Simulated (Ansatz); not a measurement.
The system is NiMoIrPdW.

```
CELL_PARAMETERS angstrom
2.76078 0.00000 0.00000
-1.38039 2.39090 0.00000
0.00000 0.00000 11.34051
ATOMIC_POSITIONS crystal
Ni 0.00000 0.00000 0.70917
Mo 0.66667 0.33333 0.29425
Pd 0.66667 0.33333 0.89901
Ir 0.00000 0.00000 0.10604
W 0.66667 0.33333 0.52921
```

The cell was built by a generator and needn't be a form met in nature.

Base run:

- Program: Ansatz 0.2.0
- Functional: LDA
- Potentials or basis: all-electron LAPW, scalar-relativistic
- Cutoff: 282 eV (chosen from the basis error)
- Basis error allowed: 0.002 eV/atom
- k mesh: 8 × 8 × 2
- Occupations: fermi-dirac, width 0.05 eV
- Spin: collinear spin, ferromagnetic start
- Starting moments: [1.0, 1.0, 0.0, 0.6, 0.0] μB

Its results: pressure -14.0 GPa; net moment 0.00 μB per cell; largest force 0.292 eV/Å.

**Question.** The run is repeated on the same cell with these changes: functional from LDA to PBE. What comes out?

**Answer.** Pressure 0.0 GPa; net moment 0.00 μB per cell; largest force 0.303 eV/Å.

PBE binds less tightly than LDA, so the same cell stands under more pressure.

Caveats: the k mesh is thin for a metal, which can move the energy by tens of meV per atom; the starting moments weren't kept.
